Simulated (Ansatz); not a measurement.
KCrF3, space group Pm-3m, a single point from an input typed as a dict

With Ansatz 0.2.0, Python API.

The cells in order, each with its output:

```python
import warnings

import ansatz
import numpy as np
```

```python
warnings.simplefilter("ignore", ansatz.DeckWarning)
```

```python
settings = {
    "crystal": {
        "lattice": [[4.219636, 0.0, 0.0], [0.0, 4.219636, 0.0], [0.0, 0.0, 4.219636]],
        "atoms": [
            {"symbol": "K", "position": [0.5, 0.5, 0.5]},
            {"symbol": "Cr", "position": [0.0, 0.0, 0.0], "spin": 3.0},
            {"symbol": "F", "position": [0.5, 0.0, 0.0]},
            {"symbol": "F", "position": [0.0, 0.0, 0.5]},
            {"symbol": "F", "position": [0.0, 0.5, 0.0]},
        ],
    },
    "magnetization": {"spin_polarized": True},
    "kpoints": {"mp_grid": {"kspacing": 0.3}},
    "hamiltonian": {"xc": "lda"},
    "scf": {"occupations": {"method": "fermi_dirac", "width": 0.05}},
    "basis": {"ecutwfc": "510 eV"},
    "output": {"stress": True, "eigenvalues": True},
}
```

```python
result = ansatz.Session.from_dict(settings).plan().execute()
report = result.report
```

    

```python
type(result).__name__, type(report).__name__
```

    ('RunOutcome', 'dict')

```python
report["converged"], report["free_energy_ev"]
```

    (True, -7204.043431216439)

```python
{key: value for key, value in report.items() if isinstance(value, (int, float)) and "ev" in key}
```

    {'n_hpsi_unsolved_levels': 420,
     'gap_by_band_count_ev': -1.7258243839022667,
     'fermi_energy_ev': 7.400290076694621,
     'harris_foulkes_ev': -7204.043431214011,
     'free_energy_ev': -7204.043431216439,
     'internal_energy_ev': -7204.034103487182,
     'lagrangian_ev': -7204.043431216439,
     'energy_sigma0_ev': -7204.038767351811,
     'lagrangian_sigma0_ev': -7204.038767351811,
     'lagrangian_above_aufbau_ev': -0.0037631085892392393,
     'entropy_ts_ev': 0.009327729257115789,
     'loop_fermi_energy_ev': 7.400290076694621,
     'occupations_fermi_energy_ev': 7.400290076694621}

```python
print(f"free energy      {report['free_energy_ev']:.5f} eV")
print(f"per atom         {report['free_energy_ev'] / len(result.lattice.sites):.5f} eV")
print(f"SCF iterations   {report['n_iterations']}  (converged: {report['converged']})")

stress = np.array(report["stress_gpa"])
print(f"pressure {np.trace(stress) / 3:.3f} GPa")
print("stress tensor, GPa, positive in compression")
np.round(stress, 3) + 0.0
```

    free energy      -7204.04343 eV
    per atom         -1440.80869 eV
    SCF iterations   11  (converged: True)
    pressure -8.599 GPa
    stress tensor, GPa, positive in compression
    array([[-8.599,  0.   ,  0.   ],
           [ 0.   , -8.599,  0.   ],
           [ 0.   ,  0.   , -8.599]])

```python
print("site moments (muB):", [round(m, 2) for m in report["site_moments_mub"]])
print("electrons up, down:", [round(n, 3) for n in report["spin_occupation_sums"]])

print("doubts on the final state:", report["published_state_doubts"] or "none")
print("warnings:", sorted({n["data"]["kind"] for n in result.notices if n["data"].get("severity") in ("warning", "doubt")}) or "none")
```

    site moments (muB): [0.0, 3.22, 0.03, 0.03, 0.03]
    electrons up, down: [24.0, 20.0]
    doubts on the final state: none
    warnings: none

Reading the output:
- Total energies depend on the potentials; only differences at equal settings carry meaning.
- The magnetic order follows from the starting moments and needn't be the lowest.
- The mesh is modest for a metal, so energies can be off by several to tens of meV an atom and pressures by half a GPa or more; differences at equal mesh fare better.
- An absolute Fermi energy rests on an arbitrary zero of the periodic potential and has no direct meaning.
- A gap by band count of zero or less means overlapping bands, a metal.
- With one magnetic atom the cell can hold only ferromagnetic order.
- Without a Hubbard U or exact exchange, semilocal functionals often make such 3d compounds metallic or too weakly gapped.
- At these settings the cell as given stands under about -9 GPa, so it isn't at this functional's equilibrium volume.
- The structure comes from a database of computed cells and needn't be a stable or known phase.
- Gaps and levels are Kohn-Sham values on a finite set of k-points.
- The whole script took 2 s on 1 thread of AMD EPYC 9R45 96-Core Processor (Zen 5), with other jobs on the host, peak memory 0.46 GiB.

(Lines on the test bed's own set-up are left out of the output.)
